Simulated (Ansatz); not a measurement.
**C4H15GeNSi: a ladder of functionals and wavefunction methods**

The task here is to estimate one member of a computed series from the others.

The runs use Ansatz 0.2.0, Gaussian basis; functionals in def2-TZVPP, the program's frozen cores in correlated methods.

The runs, in order: LDA (SPW92), PBE-D4, revPBE-D4, BLYP-D4, r2SCAN-D4, B97M-V, PBE0-D4, B3LYP-D4, r2SCANh-D4, r2SCAN0-D4, HSE06-D4, BHLYP-D4, CAM-B3LYP-D4, LC-ωPBE, ωB97X-V, ωB97M-V, B2PLYP, PBE-QIDH; CCSD(T)/def2-SVP; CCSD(T)/def2-TZVPP.

## Structure used throughout

An earlier PBE0-D4 in a triple-zeta def2 set relaxation fixed the geometry.

SMILES `C[SiH2][N]([GeH3])C(C)C`, 22 atoms, charge 0, spin multiplicity 1.

Atoms are counted from 1 here; the program's logs count them from 0.

Bond lengths: C1–Si2 1.869 Å, C1–H8 1.094 Å, C1–H9 1.093 Å, C1–H10 1.092 Å, Si2–N3 1.728 Å, Si2–H11 1.490 Å, Si2–H12 1.493 Å, N3–Ge4 1.841 Å, N3–C5 1.469 Å, Ge4–H13 1.535 Å, Ge4–H14 1.545 Å, Ge4–H15 1.541 Å, C5–C6 1.520 Å, C5–C7 1.524 Å, C5–H16 1.099 Å, C6–H17 1.092 Å, C6–H18 1.092 Å, C6–H19 1.095 Å and more. Angles: Si2–C1–H8 110.1°, Si2–C1–H9 110.6°, Si2–C1–H10 111.8°, H8–C1–H9 108.1°, H8–C1–H10 108.1°, H9–C1–H10 108.1°, C1–Si2–N3 114.8°, C1–Si2–H11 108.3°, C1–Si2–H12 108.4°, N3–Si2–H11 106.6°, N3–Si2–H12 110.5°, H11–Si2–H12 108.1°, Si2–N3–Ge4 120.5°, Si2–N3–C5 122.9°, Ge4–N3–C5 115.9°, N3–Ge4–H13 108.3°, N3–Ge4–H14 112.1°, N3–Ge4–H15 107.1° and more.

The first run:

in.yaml

```yaml
crystal:
  periodic: [false, false, false]
  atoms:
    - {symbol: C, position_ang: [-0.841192, -2.157348, -1.563055]}
    - {symbol: Si, position_ang: [0.527793, -1.417670, -0.527822]}
    - {symbol: N, position_ang: [0.013517, -0.211498, 0.597148]}
    - {symbol: Ge, position_ang: [-0.162402, -0.615603, 2.384512]}
    - {symbol: C, position_ang: [-0.093603, 1.210970, 0.247799]}
    - {symbol: C, position_ang: [-0.763855, 1.406630, -1.102894]}
    - {symbol: C, position_ang: [1.258943, 1.910506, 0.296526]}
    - {symbol: H, position_ang: [-0.444943, -2.959291, -2.192915]}
    - {symbol: H, position_ang: [-1.620141, -2.581514, -0.924398]}
    - {symbol: H, position_ang: [-1.304098, -1.412699, -2.213870]}
    - {symbol: H, position_ang: [1.150053, -2.508716, 0.273775]}
    - {symbol: H, position_ang: [1.567977, -0.865714, -1.445148]}
    - {symbol: H, position_ang: [-0.405395, -2.125681, 2.516075]}
    - {symbol: H, position_ang: [1.091097, -0.219037, 3.195482]}
    - {symbol: H, position_ang: [-1.364475, 0.189435, 2.916202]}
    - {symbol: H, position_ang: [-0.742268, 1.684784, 0.997593]}
    - {symbol: H, position_ang: [-1.748606, 0.936006, -1.121646]}
    - {symbol: H, position_ang: [-0.884308, 2.470616, -1.319248]}
    - {symbol: H, position_ang: [-0.158448, 0.977379, -1.907639]}
    - {symbol: H, position_ang: [1.933481, 1.489288, -0.453542]}
    - {symbol: H, position_ang: [1.154940, 2.980961, 0.099656]}
    - {symbol: H, position_ang: [1.726533, 1.788499, 1.276110]}
basis:
  gaussian: {orbitals: def2-TZVPP}
hamiltonian: {xc: lda}
output: {orbitals: {seedname: orbitals}}
```

Run with:

```console
$ ansatz run in.yaml --threads 4 --pin off --events-out ev --progress --plain --max-ram 66560MiB --backend cuda --devices 0, --max-vram 37GiB
```

Among the steps run: LDA; PBE-D4 (GGA); revPBE-D4 (GGA); BLYP-D4 (GGA); r2SCAN-D4 (meta-GGA); B97M-V (meta-GGA); PBE0-D4 (hybrid); B3LYP-D4 (hybrid); r2SCANh-D4 (hybrid); r2SCAN0-D4 (hybrid); HSE06-D4 (hybrid); BHLYP-D4 (hybrid); CAM-B3LYP-D4 (range-separated); LC-ωPBE (range-separated); ωB97X-V (range-separated); ωB97M-V (range-separated); B2PLYP (double hybrid); PBE-QIDH (double hybrid).

One table of the session follows, with a row left open; its other results are not shown here.

It belongs to the step «Orbital energies across the functionals». 

```
  functional  HOMO (eV)  LUMO (eV)  gap (eV)
 LDA (SPW92)      -5.44      -0.66      4.78
      PBE-D4      -5.33      -0.37      4.96
   revPBE-D4      -5.27      -0.22      5.05
     BLYP-D4      -5.21      -0.23      4.98
   r2SCAN-D4      -5.57      -0.01      5.56
      B97M-V      -5.77      -0.24      5.54
     PBE0-D4      -6.60       0.48      7.08
    B3LYP-D4      -6.39       0.27      6.65
  r2SCANh-D4      -6.05       0.27      6.33
  r2SCAN0-D4      -6.78       0.69      7.47
    HSE06-D4      -6.21       0.11      6.31
    BHLYP-D4          ?          ?         ?
CAM-B3LYP-D4      -7.95       1.44      9.39
     LC-ωPBE      -9.26       2.63     11.90
     ωB97X-V      -8.95       2.44     11.39
     ωB97M-V      -8.88       2.13     11.01
```

Estimate the missing values for BHLYP-D4.

Worked estimate for «HOMO (eV)». Against the share of exact exchange, BLYP-D4 (0, -5.21), B3LYP-D4 (0.2, -6.39) give a slope of -5.90 per unit share; at 0.5 the line stands at -8.16.

The run gave: HOMO (eV): -7.82; LUMO (eV): 1.31; gap (eV): 9.13. In «HOMO (eV)» the line misses by -0.34.
